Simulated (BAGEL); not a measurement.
# FCI/STO-3G (density fitting with cc-pvqz-jkfit) run of H2Se (hydrogen selenide)

Aim: the vertical electron affinity of H2Se (hydrogen selenide) at FCI/STO-3G (density fitting with cc-pvqz-jkfit), from 2 runs. 

Program for the calculation: BAGEL 1.2.2.

9 further runs of the same task are left out: 9 set aside as unsound or not needed.

### 1 The system as given

The species is H2Se (3 atoms), meant as a singlet with charge 0. As SMILES, `[SeH2]`. Geometry: relaxed at PBE0-D4/def2-TZVP.

Bond lengths: Se1–H2 1.467 Å, Se1–H3 1.467 Å. Angles: H2–Se1–H3 91.2°.

### 2 The energy at FCI/STO-3G (density fitting with cc-pvqz-jkfit)

Input file job.json:

```json
{ "bagel" : [

{
  "title" : "molecule",
  "basis" : "sto-3g",
  "df_basis" : "cc-pvqz-jkfit",
  "angstrom" : true,
  "geometry" : [
    { "atom" : "Se", "xyz" : [       0.560660,      -0.274700,       0.280190 ] },
    { "atom" : "H", "xyz" : [       0.045430,       1.091880,       0.143880 ] },
    { "atom" : "H", "xyz" : [      -0.606090,      -0.817190,      -0.424060 ] }
  ]
},

{ "title" : "hf" },

{ "title" : "fci", "nstate" : 1, "ncore" : 9 }

]}
```

Started as:

```console
$ BAGEL_NUM_THREADS=1 BAGEL job.json > job.out
```

The log of the run:

```text
* using 1 threads per process

  ===============================================================
  ===============================================================

  *** Geometry ***

  { "atom" : "Se", "xyz" : [      1.059494,     -0.519108,      0.529482 ] },
  { "atom" : "H", "xyz" : [      0.085850,      2.063354,      0.271894 ] },
  { "atom" : "H", "xyz" : [     -1.145344,     -1.544265,     -0.801357 ] },

  Number of auxiliary basis functions:      320

  Since a DF basis is specified, we compute 2- and 3-index integrals:
    o Being stored without compression. Storage requirement is 0.001 GB

  Number of basis functions:       20
  Number of electrons      :       36

    * METHOD: MOLECULE                             0.06

  *** RHF ***

  === Nuclear Repulsion ===
    24.7844452109

      * DIIS with orbital gradients will be used.

  === RHF iteration (sto-3g) ===
      0      -2374.66686324          0.00973757           0.01
      1      -2374.68564214          0.00041652           0.01
      2      -2374.68567600          0.00008462           0.01
      3      -2374.68567835          0.00001228           0.01
      4      -2374.68567840          0.00000048           0.01
      5      -2374.68567840          0.00000004           0.01
      6      -2374.68567840          0.00000000           0.01
    * SCF iteration converged.

    * Permanent dipole moment:
           (    0.467844,    -0.229220,     0.233802) a.u.

    * METHOD: HF                                   0.08

  ---------------------------
        FCI calculation
  ---------------------------

  Performs exactly the same way as Knowles & Handy 1984 CPL

  o alpha-beta strings
      length:           110
  o size of the space
      determinant space:  3025
      spin-adapted space: 1210

  o single displacement lists (alpha)
      length:          1485
  o single displacement lists (beta)
      length:          1485

     guess   0:   closed 111111111..          open ...........

  === FCI iteration ===

      0  0     -2374.68567840     4.06e-03      0.00
      1  0     -2374.72451392     9.47e-04      0.00
      2  0     -2374.72599084     2.08e-04      0.00
      3  0     -2374.72606286     4.26e-05      0.00
      4  0     -2374.72606662     9.25e-06      0.00
      5  0     -2374.72606676     1.21e-06      0.00
      6  0     -2374.72606676     2.47e-07      0.00
      7  0     -2374.72606676     4.25e-08      0.00
      8  0     -2374.72606676     7.69e-09      0.00
      9  0     -2374.72606676     1.35e-09      0.00
     10  0     -2374.72606676     2.24e-10      0.00
     11  0 *   -2374.72606676     4.64e-11      0.00

     * ci vector, state   0, <S^2> = 0.0000
       222222222..    -0.9830200062
       222222.222.     0.0844892492
       2222222.22.     0.0651653938
       222222.22.2     0.0547973193
       222222ba2ab    -0.0511840124
       222222ab2ba    -0.0511840124

    * METHOD: FCI                                  0.05

  ===============================================================
```

Run time: 0.32 s. Hardware: 1 thread of Arm Neoverse V1, shared host.

### 3 The doublet anion at the same level

Input file fci.json:

```json
{ "bagel": [

{
  "title": "molecule",
  "basis": "sto-3g",
  "df_basis": "cc-pvqz-jkfit",
  "angstrom": "true",
  "geometry": [
    { "atom": "Se", "xyz": [       0.560660,      -0.274700,       0.280190 ] },
    { "atom": "H", "xyz": [       0.045430,       1.091880,       0.143880 ] },
    { "atom": "H", "xyz": [      -0.606090,      -0.817190,      -0.424060 ] }
  ]
},

{ "title": "hf" },

{ "title": "fci", "nstate": 1, "charge": -1, "ncore": 9, "nspin": 1 }

]}
```

Started as:

```console
$ BAGEL_NUM_THREADS=1 BAGEL fci.json > fci.out
```

The log of the run:

```text
* using 1 threads per process

  ===============================================================
  ===============================================================

  *** Geometry ***

  { "atom" : "Se", "xyz" : [      1.059494,     -0.519108,      0.529482 ] },
  { "atom" : "H", "xyz" : [      0.085850,      2.063354,      0.271894 ] },
  { "atom" : "H", "xyz" : [     -1.145344,     -1.544265,     -0.801357 ] },

  Number of auxiliary basis functions:      320

  Since a DF basis is specified, we compute 2- and 3-index integrals:
    o Being stored without compression. Storage requirement is 0.001 GB

  Number of basis functions:       20
  Number of electrons      :       36

    * METHOD: MOLECULE                             0.06

  *** RHF ***

  === Nuclear Repulsion ===
    24.7844452109

      * DIIS with orbital gradients will be used.

  === RHF iteration (sto-3g) ===
      0      -2374.66686324          0.00973757           0.01
      1      -2374.68564214          0.00041652           0.01
      2      -2374.68567600          0.00008462           0.01
      3      -2374.68567835          0.00001228           0.01
      4      -2374.68567840          0.00000048           0.01
      5      -2374.68567840          0.00000004           0.01
      6      -2374.68567840          0.00000000           0.01
    * SCF iteration converged.

    * Permanent dipole moment:
           (    0.467844,    -0.229220,     0.233802) a.u.

    * METHOD: HF                                   0.09

  ---------------------------
        FCI calculation
  ---------------------------

  Performs exactly the same way as Knowles & Handy 1984 CPL

  o alpha-beta strings
      length:            66
  o size of the space
      determinant space:  605
      spin-adapted space: 440

  o single displacement lists (alpha)
      length:           220
  o single displacement lists (beta)
      length:          1485

     guess   0:   closed 111111111..          open .........1.

  === FCI iteration ===

      0  0     -2374.31267456     7.83e-03      0.00
      1  0     -2374.34762637     1.53e-03      0.00
      2  0     -2374.34872887     2.83e-04      0.00
      3  0     -2374.34876671     5.24e-05      0.00
      4  0     -2374.34876800     9.89e-06      0.00
      5  0     -2374.34876805     2.85e-06      0.00
      6  0     -2374.34876806     4.99e-07      0.00
      7  0     -2374.34876806     7.96e-08      0.00
      8  0     -2374.34876806     1.11e-08      0.00
      9  0     -2374.34876806     1.48e-09      0.00
     10  0     -2374.34876806     1.89e-10      0.00
     11  0 *   -2374.34876806     2.11e-11      0.00

     * ci vector, state   0, <S^2> = 0.7500
       222222222a.    -0.9804405821
       222222a22.2    -0.0963317682
       2222222a2ba     0.0886046244
       2222222b2aa     0.0673666019
       222222ab22a     0.0565440297
       222222.22a2    -0.0538085046

    * METHOD: FCI                                  0.01

  ===============================================================
```

It took 0.28 s on 1 thread of Arm Neoverse V1, shared host.

### 4 Results

At FCI/STO-3G (density fitting with cc-pvqz-jkfit), 9 core orbitals frozen:

| quantity | value |
| --- | --- |
| singlet H2Se: total energy | -2374.72607 Eh |
| doublet anion: total energy | -2374.34877 Eh |
| vertical electron affinity (to the doublet anion) | -10.267 eV |

The anion lies 10.27 eV (991 kJ/mol) above the neutral: the electron isn't bound at this level, and such a value depends on the basis. Without diffuse functions anions come out too high. In a minimal basis such a difference can be off by several eV, whatever the method.
